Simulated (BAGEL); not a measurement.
# One shape, several levels: doublet C2H4O2Si+

Aim: a comparison of 3 runs (UHF/STO-3G, ROHF/6-31G*, ROHF/cc-pVDZ) of doublet C2H4O2Si+. 

Program for the calculation: BAGEL 1.2.2.

### Step 1. The molecule

C2H4O2Si+: 9 atoms, total charge +1, spin state doublet. As SMILES of the parent species, `C=C1O[SiH2]O1`. The shape is that of a PBE0-D4/def2-TZVP optimisation. That shape belongs to the parent species and isn't relaxed for this state.

Bond lengths: C1–C2 1.319 Å, C2–O3 1.381 Å, O3–Si4 1.676 Å, C2–O5 1.381 Å, Si4–O5 1.676 Å, C1–H6 1.079 Å, C1–H7 1.079 Å, Si4–H8 1.478 Å, Si4–H9 1.478 Å. Some angles: C1–C2–O3 128.1°, C1–C2–O5 128.1°, O3–C2–O5 103.9°, C2–O3–Si4 87.6°, O3–Si4–O5 80.9°, C2–O5–Si4 87.6°, C2–C1–H6 119.7°, C2–C1–H7 119.7°, O3–Si4–H8 115.3°, O3–Si4–H9 115.3°.

### Step 2. A single-point energy at UHF/STO-3G (density fitting with qzvpp-jkfit) (run 1)

Contents of calc.json:

```json
{ "bagel": [

{
  "title": "molecule",
  "basis": "sto-3g",
  "df_basis": "qzvpp-jkfit",
  "angstrom": true,
  "geometry": [
    { "atom": "C", "xyz": [    0.527300,    1.358500,   -1.129600 ] },
    { "atom": "C", "xyz": [    0.157300,    0.383100,   -0.322900 ] },
    { "atom": "O", "xyz": [   -0.585200,    0.473600,    0.838200 ] },
    { "atom": "Si", "xyz": [   -0.440000,   -1.190500,    0.978300 ] },
    { "atom": "O", "xyz": [    0.421700,   -0.967300,   -0.442100 ] },
    { "atom": "H", "xyz": [    0.243100,    2.374800,   -0.904500 ] },
    { "atom": "H", "xyz": [    1.111300,    1.132600,   -2.008400 ] },
    { "atom": "H", "xyz": [   -1.701100,   -1.949600,    0.840800 ] },
    { "atom": "H", "xyz": [    0.354100,   -1.661500,    2.132900 ] }
  ]
},
{
  "title": "uhf",
  "charge": 1,
  "nopen": 1
},
{
  "title": "print",
  "file": "orbitals.molden",
  "orbitals": true
}

]}
```

Run with:

```sh
$ BAGEL_NUM_THREADS=1 BAGEL calc.json > calc.out
```

Standard output:

```text
* using 1 threads per process

  ===============================================================
  ===============================================================

  *** Geometry ***

  { "atom" : "C", "xyz" : [      0.996453,      2.567193,     -2.134635 ] },
  { "atom" : "C", "xyz" : [      0.297254,      0.723954,     -0.610193 ] },
  { "atom" : "O", "xyz" : [     -1.105868,      0.894974,      1.583968 ] },
  { "atom" : "Si", "xyz" : [     -0.831479,     -2.249719,      1.848719 ] },
  { "atom" : "O", "xyz" : [      0.796898,     -1.827932,     -0.835448 ] },
  { "atom" : "H", "xyz" : [      0.459392,      4.487722,     -1.709257 ] },
  { "atom" : "H", "xyz" : [      2.100053,      2.140304,     -3.795326 ] },
  { "atom" : "H", "xyz" : [     -3.214613,     -3.684210,      1.588882 ] },
  { "atom" : "H", "xyz" : [      0.669152,     -3.139780,      4.030597 ] },

  Number of auxiliary basis functions:      504

  Since a DF basis is specified, we compute 2- and 3-index integrals:
    o Being stored without compression. Storage requirement is 0.004 GB

  Number of basis functions:       33
  Number of electrons      :       46

    * METHOD: MOLECULE                             0.32

  *** Open-shell HF ***

  === Nuclear Repulsion ===
   231.1289581710

      * DIIS with orbital gradients will be used.

  === UHF iteration (sto-3g) ===
      0       -510.05642921          0.04259740           0.07
      1       -510.18815481          0.02051464           0.07
      2       -510.21165635          0.00940062           0.07
      3       -510.21783034          0.00096935           0.07
      4       -510.21843002          0.00035926           0.07
      5       -510.21856620          0.00014368           0.07
      6       -510.21859599          0.00008177           0.07
      7       -510.21860492          0.00004062           0.07
      8       -510.21860807          0.00001076           0.07
      9       -510.21860841          0.00000776           0.07
     10       -510.21860861          0.00000293           0.07
     11       -510.21860863          0.00000118           0.07
     12       -510.21860863          0.00000027           0.07
     13       -510.21860863          0.00000013           0.07
     14       -510.21860863          0.00000007           0.07
     15       -510.21860863          0.00000006           0.07
     16       -510.21860863          0.00000005           0.07
     17       -510.21860863          0.00000005           0.07
     18       -510.21860863          0.00000003           0.07
     19       -510.21860863          0.00000002           0.07
     20       -510.21860863          0.00000001           0.07
    * SCF iteration converged.

    * S^2 (UHF) is 0.7768

    * Permanent dipole moment:
           (   -0.046957,    -0.124323,     0.102831) a.u.

    * METHOD: UHF                                  1.63

    * METHOD: PRINT                                0.00

  ===============================================================
```

It took 2.1 s on 1 thread of Arm Neoverse N1, shared host; peak memory 0.083 GiB.

### Step 3. A single-point energy at ROHF/6-31G(d) (density fitting with qzvpp-jkfit, spherical functions) (run 2)

Contents of calc.json:

```json
{ "bagel": [

{
  "title": "molecule",
  "basis": "6-31gs.json",
  "df_basis": "qzvpp-jkfit",
  "angstrom": true,
  "geometry": [
    { "atom": "C", "xyz": [       0.527300,       1.358500,      -1.129600 ] },
    { "atom": "C", "xyz": [       0.157300,       0.383100,      -0.322900 ] },
    { "atom": "O", "xyz": [      -0.585200,       0.473600,       0.838200 ] },
    { "atom": "Si", "xyz": [      -0.440000,      -1.190500,       0.978300 ] },
    { "atom": "O", "xyz": [       0.421700,      -0.967300,      -0.442100 ] },
    { "atom": "H", "xyz": [       0.243100,       2.374800,      -0.904500 ] },
    { "atom": "H", "xyz": [       1.111300,       1.132600,      -2.008400 ] },
    { "atom": "H", "xyz": [      -1.701100,      -1.949600,       0.840800 ] },
    { "atom": "H", "xyz": [       0.354100,      -1.661500,       2.132900 ] }
  ]
},

{ "title": "rohf", "charge": 1, "nopen": 1 },

{ "title": "print", "file": "orbitals.molden", "orbitals": true }

]}
```

The basis set 6-31G* is read from a file made from the Basis Set Exchange's data (not shown).

Run with:

```sh
$ BAGEL_NUM_THREADS=1 BAGEL calc.json > calc.out
```

Standard output:

```text
* using 1 threads per process

  ===============================================================
  ===============================================================

  *** Geometry ***

  { "atom" : "C", "xyz" : [      0.996453,      2.567193,     -2.134635 ] },
  { "atom" : "C", "xyz" : [      0.297254,      0.723954,     -0.610193 ] },
  { "atom" : "O", "xyz" : [     -1.105868,      0.894974,      1.583968 ] },
  { "atom" : "Si", "xyz" : [     -0.831479,     -2.249719,      1.848719 ] },
  { "atom" : "O", "xyz" : [      0.796898,     -1.827932,     -0.835448 ] },
  { "atom" : "H", "xyz" : [      0.459392,      4.487722,     -1.709257 ] },
  { "atom" : "H", "xyz" : [      2.100053,      2.140304,     -3.795326 ] },
  { "atom" : "H", "xyz" : [     -3.214613,     -3.684210,      1.588882 ] },
  { "atom" : "H", "xyz" : [      0.669152,     -3.139780,      4.030597 ] },

  Number of auxiliary basis functions:      504

  Since a DF basis is specified, we compute 2- and 3-index integrals:
    o Being stored without compression. Storage requirement is 0.027 GB

  Number of basis functions:       82
  Number of electrons      :       46

    * METHOD: MOLECULE                             0.45

  *** Open-shell HF ***

  === Nuclear Repulsion ===
   231.1289581710

      * DIIS with orbital gradients will be used.

  === ROHF iteration (6-31gs.json) ===
      0       -516.18877799          0.04241629           0.21
      1       -516.34930332          0.02805874           0.21
      2       -516.39467453          0.01937931           0.21
      3       -516.43320603          0.00125125           0.21
      4       -516.43382106          0.00046238           0.21
      5       -516.43396241          0.00021650           0.21
      6       -516.43399663          0.00004365           0.21
      7       -516.43401129          0.00002096           0.20
      8       -516.43401293          0.00000875           0.20
      9       -516.43401291          0.00000400           0.20
     10       -516.43401308          0.00000174           0.21
     11       -516.43401310          0.00000035           0.20
     12       -516.43401316          0.00000013           0.20
     13       -516.43401317          0.00000005           0.20
     14       -516.43401317          0.00000002           0.21
     15       -516.43401318          0.00000001           0.21
    * SCF iteration converged.

    * S^2 (ROHF) is 0.7500

    * Permanent dipole moment:
           (   -0.281498,    -0.742250,     0.613920) a.u.

    * METHOD: ROHF                                 3.57

    * METHOD: PRINT                                0.02

  ===============================================================
```

It took 4.2 s on 1 thread of Arm Neoverse N1, shared host; peak memory 0.12 GiB.

### Step 4. A single-point energy at ROHF/cc-pVDZ (density fitting with qzvpp-jkfit) (run 3)

Changes to calc.json since step 3:

```diff
@@ -4,3 +4,3 @@
   "title": "molecule",
-  "basis": "6-31gs.json",
+  "basis": "cc-pvdz.json",
   "df_basis": "qzvpp-jkfit",
@@ -20,5 +20,13 @@
 
-{ "title": "rohf", "charge": 1, "nopen": 1 },
+{
+  "title": "rohf",
+  "charge": 1,
+  "nopen": 1
+},
 
-{ "title": "print", "file": "orbitals.molden", "orbitals": true }
+{
+  "title": "print",
+  "file": "orbitals.molden",
+  "orbitals": true
+}
```

The basis set cc-pVDZ is read from a file made from the Basis Set Exchange's data (not shown).

Run with:

```sh
$ BAGEL_NUM_THREADS=1 BAGEL calc.json > calc.out
```

Standard output:

```text
* using 1 threads per process

  ===============================================================
  ===============================================================

  *** Geometry ***

  { "atom" : "C", "xyz" : [      0.996453,      2.567193,     -2.134635 ] },
  { "atom" : "C", "xyz" : [      0.297254,      0.723954,     -0.610193 ] },
  { "atom" : "O", "xyz" : [     -1.105868,      0.894974,      1.583968 ] },
  { "atom" : "Si", "xyz" : [     -0.831479,     -2.249719,      1.848719 ] },
  { "atom" : "O", "xyz" : [      0.796898,     -1.827932,     -0.835448 ] },
  { "atom" : "H", "xyz" : [      0.459392,      4.487722,     -1.709257 ] },
  { "atom" : "H", "xyz" : [      2.100053,      2.140304,     -3.795326 ] },
  { "atom" : "H", "xyz" : [     -3.214613,     -3.684210,      1.588882 ] },
  { "atom" : "H", "xyz" : [      0.669152,     -3.139780,      4.030597 ] },

  Number of auxiliary basis functions:      504

  Since a DF basis is specified, we compute 2- and 3-index integrals:
    o Being stored without compression. Storage requirement is 0.036 GB

  Number of basis functions:       94
  Number of electrons      :       46

    * METHOD: MOLECULE                             0.46

  *** Open-shell HF ***

  === Nuclear Repulsion ===
   231.1289581710

      * DIIS with orbital gradients will be used.

  === ROHF iteration (cc-pvdz.json) ===
      0       -516.21754498          0.02915429           0.24
      1       -516.36325398          0.02196996           0.24
      2       -516.41058816          0.01457067           0.24
      3       -516.45339973          0.00108268           0.24
      4       -516.45384105          0.00027822           0.24
      5       -516.45392980          0.00011542           0.24
      6       -516.45394899          0.00003386           0.24
      7       -516.45395486          0.00001244           0.24
      8       -516.45395604          0.00000520           0.24
      9       -516.45395641          0.00000275           0.24
     10       -516.45395643          0.00000111           0.24
     11       -516.45395647          0.00000028           0.24
     12       -516.45395650          0.00000011           0.24
     13       -516.45395651          0.00000003           0.24
     14       -516.45395652          0.00000001           0.24
     15       -516.45395652          0.00000001           0.24
    * SCF iteration converged.

    * S^2 (ROHF) is 0.7500

    * Permanent dipole moment:
           (   -0.276693,    -0.729592,     0.603456) a.u.

    * METHOD: ROHF                                 4.13

    * METHOD: PRINT                                0.03

  ===============================================================
```

Wall time 4.8 s (1 thread of Arm Neoverse N1, shared host); peak memory 0.14 GiB.

### Step 5. The series

| run | level | energy (Eh) | ⟨S²⟩ | wall time |
| --- | --- | --- | --- | --- |
| 1 | UHF/STO-3G (density fitting with qzvpp-jkfit) | -510.218609 | 0.777 | 2.1 s |
| 2 | ROHF/6-31G* (density fitting with qzvpp-jkfit, spherical functions) | -516.434013 | 0.750 | 4.2 s |
| 3 | ROHF/cc-pVDZ (density fitting with qzvpp-jkfit) | -516.453957 | 0.750 | 4.8 s |

### Step 6. What came out

```
           quantity          value
run 3: total energy  -516.45396 Eh
        run 3: ⟨S²⟩          0.750
```

What this shows: In run 1 the basis is minimal, so the values are rough. All runs together took 11 s, the longest 4.8 s.
